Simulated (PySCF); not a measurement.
# Cl2I2Si: the cost of one run

Programs: PySCF 2.14.0, with routines of our own; each step states its level. All values are computed. Atoms count from 0.

## 1. The system as given

5 atoms, charge 0, multiplicity 1; geometry from: GFN2-xTB.

## 2. Relaxing the molecule at PBE0-D3(BJ)/def2-SVP

The job: settings as JSON, then the geometry in Å.

```
{"job": {"xc": "PBE0", "basis": "def2-SVP", "d3": "d3bj", "grid": 1, "maxiter": 30, "shake": 0.01, "kind": "geom"}, "charge": 0, "multiplicity": 1}
Cl     0.032530    -1.341850    -1.618520
Si    -0.008750    -0.141540    -0.002100
Cl    -0.126170    -1.225180     1.674850
I      2.048670     1.269580     0.031280
I     -1.912710     1.405020    -0.123410
```

Started as:

```console
$ OMP_NUM_THREADS=1 python heavy_run.py task.json out
```

The driver reads the jobs from task.json and runs them one after another.

**Question.** How long does this first job take on 1 thread of Arm Neoverse V1, shared host, and how much memory does it need?

About 46 s, with a peak of 0.44 GiB.
